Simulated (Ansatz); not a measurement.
Sn3Te under changes of volume

One of the cells (29.205 Å³/atom); the others are scaled copies at fixed shape and fractional positions:

```xyz
4
Lattice="-2.3009 2.3009 5.5165 2.3009 -2.3009 5.5165 2.3009 2.3009 -5.5165" Properties=species:S:1:pos:R:3 pbc="T T T"
Te    0.0000    0.0000    0.0000
Sn    0.0000    0.0000    5.5165
Sn    2.3009    0.0000    2.7582
Sn    0.0000    2.3009    2.7582
```

The cell comes from a database or a generator and needn't be the stable form of this composition.

- Program: Ansatz 0.2.0
- Functional: PBE
- Potentials or basis: Ansatz PAW
- Cutoff: 420 eV (not typed: the program's choice for these potentials)
- k mesh: 8 × 8 × 8
- Occupations: fermi-dirac, width 0.05 eV
- Spin: no spin polarisation

```tsv
volume (Å³/atom)	energy over the lowest point (meV/atom)	pressure (GPa)
27.453	11.29	2.7
28.037	3.69	1.5
28.621	0.07	0.5
29.205	0.00	-0.4
29.789	?	?
30.373	8.99	-1.9
30.958	17.39	-2.6
```

Task: What does the run at 29.789 Å³/atom give?

Result: Energy over the lowest point 3.09 meV/atom; pressure -1.2 GPa.

Worked out: A Birch-Murnaghan fit of order 3 (a polynomial in V^(-2/3)) to the other rows has its minimum at 28.92 Å³/atom with B0 = V·E''(V) = 45 GPa and B' = 4.8 at fixed shape and positions, which overstates the stiffness. It gives 3.09 meV/atom at 29.789 Å³/atom, against the run's 3.09, and -dE/dV = -1.2 GPa, against -1.2.

Energies are extrapolated to zero smearing.
